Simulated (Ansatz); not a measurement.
# C2H5FSi: the cost of one run

Program: Ansatz 0.2.0. Level of theory: RKS PBE0-D4/def2-SVP. These are calculated values, not measurements.

## 1. The starting structure

Bond lengths: C1–C2 1.469 Å, C2–Si3 1.848 Å, Si3–F4 1.551 Å, C1–H5 1.128 Å, C1–H6 1.157 Å, C1–H7 1.110 Å, C2–H8 1.050 Å, C2–H9 1.143 Å. Angles: C1–C2–Si3 113.8°, C1–C2–H8 110.5°, C1–C2–H9 108.7°, Si3–C2–H8 108.0°, Si3–C2–H9 109.9°, H8–C2–H9 105.7°, C2–C1–H5 114.1°, C2–C1–H6 111.1°, C2–C1–H7 115.0°, H5–C1–H6 103.7°, H5–C1–H7 107.4°, H6–C1–H7 104.5°, C2–Si3–F4 111.9°.

Structure file:

```xyz
9

C    -0.3315    0.8295   -0.2575
C     0.0770   -0.2525    0.6486
Si    1.3142   -1.4123   -0.0860
F     0.7665   -2.1147   -1.3562
H    -0.8434    0.4742   -1.1975
H    -1.1186    1.5164    0.2409
H     0.4834    1.5183   -0.5631
H    -0.7571   -0.8154    0.9487
H     0.4980    0.2101    1.6051
```

## 2. End point A

The input, input.yaml:

```yaml
crystal:
  periodic: [false, false, false]
  atoms:
    - { symbol: C, position_ang: [-0.3315, 0.8295, -0.2575] }
    - { symbol: C, position_ang: [0.077, -0.2525, 0.6486] }
    - { symbol: Si, position_ang: [1.3142, -1.4123, -0.086] }
    - { symbol: F, position_ang: [0.7665, -2.1147, -1.3562] }
    - { symbol: H, position_ang: [-0.8434, 0.4742, -1.1975] }
    - { symbol: H, position_ang: [-1.1186, 1.5164, 0.2409] }
    - { symbol: H, position_ang: [0.4834, 1.5183, -0.5631] }
    - { symbol: H, position_ang: [-0.7571, -0.8154, 0.9487] }
    - { symbol: H, position_ang: [0.498, 0.2101, 1.6051] }
basis:
  gaussian: { orbitals: def2-SVP }
hamiltonian:
  xc: pbe0
  dispersion: d4
relax:
  f_tol: 0.015
  max_steps: 40
```

Launch:

```
> ansatz run input.yaml --threads 1 --pin off --max-ram 2048MiB --backend cpu --events-out ev --progress --plain --runs-dir out
```

What time and memory should one allow on 1 thread of an x86-64 CPU, shared host?

About 23 s, with a peak of 0.18 GiB.
